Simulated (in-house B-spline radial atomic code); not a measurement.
**Ru⁷⁺: binding energies from hole states**

Aim: the cost of two holes at once in Ru⁷⁺, against the sum of the two single holes.

The numbers are computed with in-house B-spline radial atomic code version 1 (Dirac-Hartree-Fock, average of configuration, Fermi nucleus, basis-set limit), except any that are marked as measured or tabulated.

### 1 Starting point

```
element       : ruthenium (Z = 44)
charge        : +7
electrons     : 37
configuration : [Kr] 4d1
Hamiltonian   : Dirac-Coulomb
nucleus       : Fermi, rms radius 4.481 fm
```

The outer shells:

[Kr] 4d1
```
[Kr] core
4d [↑ ][  ][  ][  ][  ]
```

The boxes draw the filling by Hund's rule, which heavy ions in jj coupling don't follow; these runs average over all states of the configuration.

Settings of the run:

```ini
Z = 44
electrons = 37.0
configuration = [Kr] 4d1
hamiltonian = dirac
method = hf
spin_polarised = False
nucleus = fermi
rms_radius = 4.4809
mass_number = 102
atomic_mass = 101.904340312
speed_of_light = 137.035999084
```

The reference is known from an earlier run: -4517.571453 hartree in all. Up to eight levels, counted from the top:

```
orbital  occupation  energy (eV)  <r> (bohr)
  3p3/2           4      -600.04      0.4032
  3d3/2           4      -420.58      0.3801
  3d5/2           6      -416.12      0.3834
  4s1/2           2      -198.93      0.9799
  4p1/2           2      -163.08       1.038
  4p3/2           4      -159.00       1.059
  4d3/2         0.4      -110.61       1.221
  4d5/2         0.6      -110.06       1.229
```

Single holes known from earlier runs (ΔSCF): 1s 22310.7 eV, 2s 3368.29 eV, 2p1/2 3105.80 eV, 2p3/2 2974.98 eV, 3p3/2 592.82 eV, 3d3/2 412.27 eV, 4s 197.98 eV, 4d 109.76 eV.

### 2 The 2p3/2 and 4d holes

In configurations, a minus sign after the shell means j = l − 1/2 and a plus sign j = l + 1/2; the count of electrons follows.

Changes to the settings of step 1:

```diff
@@ -1,4 +1,4 @@
 Z = 44
-electrons = 37.0
-configuration = [Kr] 4d1
+electrons = 35.0
+configuration = 1s2 2s2 2p-2 2p+3 3s2 3p6 3d10 4s2 4p6
 hamiltonian = dirac
```

Results of the run (chosen fields of its result record, rounded):

```text
{
  "status": "converged",
  "scf [iteration, energy, orbital gradient]": [
    [1, -4385.8265421, 1.08],
    [2, -4401.21273149, 0.593],
    [3, -4403.07490423, 0.192],
    [4, -4403.28244173, 0.0603],
    [5, -4403.305012, 0.0226],
    [6, -4403.30803471, 0.0004],
    [7, -4403.30803636, 8.49e-05],
    [8, -4403.30803639, 2.12e-06],
    [9, -4403.30803639, 9.31e-08]
  ],
  "energy [hartree]": {"total": -4403.30803639, "kinetic": 4588.88062573, "nuclear": -10427.9155437, "coulomb": 1553.88544328, "exact_exchange": -118.158561665},
  "breit [hartree]": {"gaunt": 2.981851, "retardation": -0.2881082, "frequency_dependence": -0.01765407},
  "qed [hartree]": {"self_energy": 2.130003, "uehling": -0.2526638, "wichmann_kroll": 0.004145136},
  "recoil [hartree]": 0.01713942,
  "total_with_corrections [hartree]": -4398.73332453,
  "orbitals [hartree, bohr; first row names the columns]": [
    ["name", "occ", "eps", "<r>"],
    ["1s1/2", 2.0, -829.58112, 0.033404],
    ["2s1/2", 2.0, -129.67843, 0.14411],
    ["2p1/2", 2.0, -120.98906, 0.12254],
    ["2p3/2", 3.0, -116.14178, 0.12818],
    ["3s1/2", 2.0, -29.576836, 0.39241],
    ["3p1/2", 2.0, -25.919123, 0.38397],
    ["3p3/2", 4.0, -24.971577, 0.39339],
    ["3d3/2", 4.0, -18.515986, 0.36569],
    ["3d5/2", 6.0, -18.282544, 0.36976],
    ["4s1/2", 2.0, -9.1244208, 0.93553],
    ["4p1/2", 2.0, -7.7490185, 0.97858],
    ["4p3/2", 4.0, -7.5685727, 0.99852]
  ],
  "sum_r [bohr^k]": {"-1": 236.9997, "1": 15.61463, "2": 11.7939},
  "energy_minus_base [hartree]": 114.263417,
  "energy_minus_base_with_corrections [hartree]": 114.111541
}
```

It took 0.96 s on 1 thread, shared host.

energy_minus_base is the energy less that of the reference run.

### 3 The 2s and 3d3/2 holes

Changes to the settings of step 2:

```diff
@@ -2,3 +2,3 @@
 electrons = 35.0
-configuration = 1s2 2s2 2p-2 2p+3 3s2 3p6 3d10 4s2 4p6
+configuration = 1s2 2s1 2p6 3s2 3p6 3d-3 3d+6 4s2 4p6 4d1
 hamiltonian = dirac
```

Main fields:

```text
{
  "status": "converged",
  "scf [iteration, energy, orbital gradient]": [
    [1, -4356.29980782, 1.2],
    [2, -4373.99588587, 0.616],
    [3, -4376.2211857, 0.195],
    [4, -4376.47192157, 0.0597],
    [5, -4376.49889466, 0.0245],
    [6, -4376.50259792, 0.000416],
    [7, -4376.50260028, 7.13e-05],
    [8, -4376.50260031, 1.26e-06],
    [9, -4376.50260031, 4.91e-08]
  ],
  "energy [hartree]": {"total": -4376.50260031, "kinetic": 4550.58613869, "nuclear": -10340.5180075, "coulomb": 1527.83366349, "exact_exchange": -114.404394947},
  "breit [hartree]": {"gaunt": 3.015399, "retardation": -0.3079257, "frequency_dependence": -0.02293478},
  "qed [hartree]": {"self_energy": 2.029027, "uehling": -0.240392, "wichmann_kroll": 0.003945725},
  "recoil [hartree]": 0.01633102,
  "total_with_corrections [hartree]": -4372.00914968,
  "orbitals [hartree, bohr; first row names the columns]": [
    ["name", "occ", "eps", "<r>"],
    ["1s1/2", 2.0, -829.94399, 0.03343],
    ["2s1/2", 1.0, -131.28579, 0.14483],
    ["2p1/2", 2.0, -121.42852, 0.12264],
    ["2p3/2", 4.0, -116.59003, 0.12739],
    ["3s1/2", 2.0, -30.306798, 0.38992],
    ["3p1/2", 2.0, -26.582219, 0.38157],
    ["3p3/2", 4.0, -25.815087, 0.39063],
    ["3d3/2", 3.0, -19.412153, 0.36071],
    ["3d5/2", 6.0, -19.253051, 0.36385],
    ["4s1/2", 2.0, -9.3771583, 0.92044],
    ["4p1/2", 2.0, -7.9907093, 0.9601],
    ["4p3/2", 4.0, -7.8184212, 0.97794],
    ["4d3/2", 0.4, -5.8847895, 1.0763],
    ["4d5/2", 0.6, -5.8765578, 1.0784]
  ],
  "sum_r [bohr^k]": {"-1": 235.0133, "1": 16.08765, "2": 12.56187},
  "energy_minus_base [hartree]": 141.068853,
  "energy_minus_base_with_corrections [hartree]": 140.835716
}
```

It took 1.1 s on 1 thread, shared host.

### 4 The 2p1/2 and 3p3/2 holes

Changes to the settings of step 3:

```diff
@@ -2,3 +2,3 @@
 electrons = 35.0
-configuration = 1s2 2s1 2p6 3s2 3p6 3d-3 3d+6 4s2 4p6 4d1
+configuration = 1s2 2s2 2p-1 2p+4 3s2 3p-2 3p+3 3d10 4s2 4p6 4d1
 hamiltonian = dirac
```

Main fields:

```text
{
  "status": "converged",
  "scf [iteration, energy, orbital gradient]": [
    [1, -4358.80315534, 1.19],
    [2, -4376.78572136, 0.639],
    [3, -4379.25945411, 0.203],
    [4, -4379.52904488, 0.0615],
    [5, -4379.55608991, 0.0251],
    [6, -4379.56025172, 0.000822],
    [7, -4379.56025608, 6.99e-05],
    [8, -4379.56025611, 2.34e-06],
    [9, -4379.56025611, 8.3e-08]
  ],
  "energy [hartree]": {"total": -4379.56025611, "kinetic": 4554.79942206, "nuclear": -10342.8325064, "coulomb": 1522.6199336, "exact_exchange": -114.147105384},
  "breit [hartree]": {"gaunt": 2.883556, "retardation": -0.2836447, "frequency_dependence": -0.02115324},
  "qed [hartree]": {"self_energy": 2.139476, "uehling": -0.2525981, "wichmann_kroll": 0.004143614},
  "recoil [hartree]": 0.01715955,
  "total_with_corrections [hartree]": -4375.07331701,
  "orbitals [hartree, bohr; first row names the columns]": [
    ["name", "occ", "eps", "<r>"],
    ["1s1/2", 2.0, -831.36149, 0.033396],
    ["2s1/2", 2.0, -130.90129, 0.14397],
    ["2p1/2", 1.0, -122.62495, 0.12334],
    ["2p3/2", 4.0, -117.28873, 0.12719],
    ["3s1/2", 2.0, -30.216973, 0.39015],
    ["3p1/2", 2.0, -26.601027, 0.38125],
    ["3p3/2", 3.0, -25.833382, 0.39352],
    ["3d3/2", 4.0, -19.278747, 0.36233],
    ["3d5/2", 6.0, -19.110681, 0.36395],
    ["4s1/2", 2.0, -9.3844189, 0.91993],
    ["4p1/2", 2.0, -7.9863938, 0.9606],
    ["4p3/2", 4.0, -7.8113763, 0.97585],
    ["4d3/2", 0.4, -5.8900021, 1.075],
    ["4d5/2", 0.6, -5.8727774, 1.079]
  ],
  "sum_r [bohr^k]": {"-1": 235.066, "1": 16.08507, "2": 12.55784},
  "energy_minus_base [hartree]": 138.011197,
  "energy_minus_base_with_corrections [hartree]": 137.771549
}
```

Wall time 1.1 s (1 thread, shared host).

### 5 The 3d3/2 and 4d holes

Changes to the settings of step 4:

```diff
@@ -2,3 +2,3 @@
 electrons = 35.0
-configuration = 1s2 2s2 2p-1 2p+4 3s2 3p-2 3p+3 3d10 4s2 4p6 4d1
+configuration = 1s2 2s2 2p6 3s2 3p6 3d-3 3d+6 4s2 4p6
 hamiltonian = dirac
```

Main fields:

```text
{
  "status": "converged",
  "scf [iteration, energy, orbital gradient]": [
    [1, -4484.08969882, 0.981],
    [2, -4496.15209428, 0.404],
    [3, -4497.36801856, 0.132],
    [4, -4497.50817391, 0.0435],
    [5, -4497.52436964, 0.0151],
    [6, -4497.52633511, 0.000307],
    [7, -4497.52633591, 6.45e-05],
    [8, -4497.52633593, 2.46e-06],
    [9, -4497.52633593, 6.83e-08]
  ],
  "energy [hartree]": {"total": -4497.52633593, "kinetic": 4682.85248813, "nuclear": -10649.8778143, "coulomb": 1593.51591679, "exact_exchange": -124.016926528},
  "breit [hartree]": {"gaunt": 3.157703, "retardation": -0.3160615, "frequency_dependence": -0.02190915},
  "qed [hartree]": {"self_energy": 2.132437, "uehling": -0.2520759, "wichmann_kroll": 0.004135956},
  "recoil [hartree]": 0.01702544,
  "total_with_corrections [hartree]": -4492.80508131,
  "orbitals [hartree, bohr; first row names the columns]": [
    ["name", "occ", "eps", "<r>"],
    ["1s1/2", 2.0, -824.87054, 0.033429],
    ["2s1/2", 2.0, -127.73567, 0.14494],
    ["2p1/2", 2.0, -118.14932, 0.12356],
    ["2p3/2", 4.0, -113.38769, 0.12835],
    ["3s1/2", 2.0, -29.194557, 0.39596],
    ["3p1/2", 2.0, -25.337299, 0.38922],
    ["3p3/2", 4.0, -24.60965, 0.39856],
    ["3d3/2", 3.0, -18.080561, 0.37297],
    ["3d5/2", 6.0, -17.938004, 0.37602],
    ["4s1/2", 2.0, -9.0722716, 0.94087],
    ["4p1/2", 2.0, -7.6822821, 0.98674],
    ["4p3/2", 4.0, -7.5211044, 1.005]
  ],
  "sum_r [bohr^k]": {"-1": 242.0443, "1": 15.53204, "2": 11.85721},
  "energy_minus_base [hartree]": 20.0451172,
  "energy_minus_base_with_corrections [hartree]": 20.0397843
}
```

Wall time 0.97 s (1 thread, shared host).

### 6 The 2s and 4s holes

Changes to the settings of step 5:

```diff
@@ -2,3 +2,3 @@
 electrons = 35.0
-configuration = 1s2 2s2 2p6 3s2 3p6 3d-3 3d+6 4s2 4p6
+configuration = 1s2 2s1 2p6 3s2 3p6 3d10 4s1 4p6 4d1
 hamiltonian = dirac
```

Main fields:

```text
{
  "status": "converged",
  "scf [iteration, energy, orbital gradient]": [
    [1, -4368.19905146, 1.74],
    [2, -4382.90843294, 0.986],
    [3, -4385.23616277, 0.259],
    [4, -4385.47128997, 0.0766],
    [5, -4385.49269651, 0.0339],
    [6, -4385.49643796, 0.00472],
    [7, -4385.49643891, 0.00137],
    [8, -4385.49643976, 0.000158],
    [9, -4385.49643977, 3.98e-05],
    [10, -4385.49643977, 9.16e-06],
    [11, -4385.49643977, 2.15e-06],
    [12, -4385.49643977, 4.85e-07],
    [13, -4385.49643977, 9.48e-09]
  ],
  "energy [hartree]": {"total": -4385.49643977, "kinetic": 4558.97379073, "nuclear": -10382.2940632, "coulomb": 1553.99153816, "exact_exchange": -116.167705453},
  "breit [hartree]": {"gaunt": 3.020721, "retardation": -0.3082371, "frequency_dependence": -0.02285429},
  "qed [hartree]": {"self_energy": 2.022981, "uehling": -0.239797, "wichmann_kroll": 0.00393602},
  "recoil [hartree]": 0.01627567,
  "total_with_corrections [hartree]": -4381.00341429,
  "orbitals [hartree, bohr; first row names the columns]": [
    ["name", "occ", "eps", "<r>"],
    ["1s1/2", 2.0, -828.87766, 0.033429],
    ["2s1/2", 1.0, -129.62912, 0.14645],
    ["2p1/2", 2.0, -120.35787, 0.12276],
    ["2p3/2", 4.0, -115.43666, 0.12744],
    ["3s1/2", 2.0, -29.578033, 0.39359],
    ["3p1/2", 2.0, -25.98182, 0.38453],
    ["3p3/2", 4.0, -25.085384, 0.39418],
    ["3d3/2", 4.0, -18.611156, 0.36616],
    ["3d5/2", 6.0, -18.429425, 0.36938],
    ["4s1/2", 1.0, -9.7670784, 0.93013],
    ["4p1/2", 2.0, -7.7556543, 0.97805],
    ["4p3/2", 4.0, -7.5828219, 0.99726],
    ["4d3/2", 0.4, -5.7498739, 1.0999],
    ["4d5/2", 0.6, -5.7229319, 1.1062]
  ],
  "sum_r [bohr^k]": {"-1": 235.9628, "1": 15.76134, "2": 12.17965},
  "energy_minus_base [hartree]": 132.075013,
  "energy_minus_base_with_corrections [hartree]": 131.841451
}
```

Run time: 1.5 s. Hardware: 1 thread, shared host.

### 7 The 1s and 1s holes

Changes to the settings of step 6:

```diff
@@ -2,3 +2,3 @@
 electrons = 35.0
-configuration = 1s2 2s1 2p6 3s2 3p6 3d10 4s1 4p6 4d1
+configuration = 2s2 2p6 3s2 3p6 3d10 4s2 4p6 4d1
 hamiltonian = dirac
```

Main fields:

```text
{
  "status": "converged",
  "scf [iteration, energy, orbital gradient]": [
    [1, -2821.62517502, 1.84],
    [2, -2848.65695237, 0.779],
    [3, -2852.8664349, 0.237],
    [4, -2853.30844217, 0.0685],
    [5, -2853.34981286, 0.0304],
    [6, -2853.3568313, 0.00042],
    [7, -2853.35683324, 6.31e-05],
    [8, -2853.35683329, 1.3e-06],
    [9, -2853.35683329, 1.03e-07]
  ],
  "energy [hartree]": {"total": -2853.35683329, "kinetic": 2943.43043339, "nuclear": -7125.4770678, "coulomb": 1427.69959205, "exact_exchange": -99.0097909329},
  "breit [hartree]": {"gaunt": 0.8552492, "retardation": -0.06453541, "frequency_dependence": -0.000796555},
  "qed [hartree]": {"self_energy": 0.3389217, "uehling": -0.0336816, "wichmann_kroll": 0.0005536224},
  "recoil [hartree]": 0.01238157,
  "total_with_corrections [hartree]": -2852.24874074,
  "orbitals [hartree, bohr; first row names the columns]": [
    ["name", "occ", "eps", "<r>"],
    ["2s1/2", 2.0, -136.76128, 0.14066],
    ["2p1/2", 2.0, -129.88179, 0.11815],
    ["2p3/2", 4.0, -124.24896, 0.1229],
    ["3s1/2", 2.0, -31.17554, 0.38202],
    ["3p1/2", 2.0, -27.735559, 0.37013],
    ["3p3/2", 4.0, -26.714426, 0.37999],
    ["3d3/2", 4.0, -19.792981, 0.35228],
    ["3d5/2", 6.0, -19.581618, 0.35562],
    ["4s1/2", 2.0, -9.513007, 0.90724],
    ["4p1/2", 2.0, -8.1490947, 0.94156],
    ["4p3/2", 4.0, -7.9519227, 0.96108],
    ["4d3/2", 0.4, -5.9303566, 1.0635],
    ["4d5/2", 0.6, -5.8991586, 1.0702]
  ],
  "sum_r [bohr^k]": {"-1": 161.9429, "1": 16.18576, "2": 12.28461},
  "energy_minus_base [hartree]": 1664.21462,
  "energy_minus_base_with_corrections [hartree]": 1660.59612
}
```

Wall time 1 s (1 thread, shared host).

### 8 Binding energies

| two holes | ΔSCF (eV) | less the two single holes (eV) |
| --- | --- | --- |
| 2p3/2 and 4d | 3109.27 | 24.53 |
| 2s and 3d3/2 | 3838.68 | 58.12 |
| 2p1/2 and 3p3/2 | 3755.48 | 56.86 |
| 3d3/2 and 4d | 545.46 | 23.42 |
| 2s and 4s | 3593.94 | 27.68 |
| 1s and 1s | 45285.6 | 664.09 |

What this shows: Two holes cost more than the sum of each, because the second electron leaves a more charged ion. The excess runs from 23.4 eV (3d3/2 and 4d) to 664.1 eV (1s and 1s); it tends to be largest where both holes are compact. Two partly filled shells share a symmetry and can mix in the average, which may lower the energy, in these hole states: 2s and 3d3/2; 2s and 4s; 3d3/2. Values are for the free ion, measured from the vacuum level.
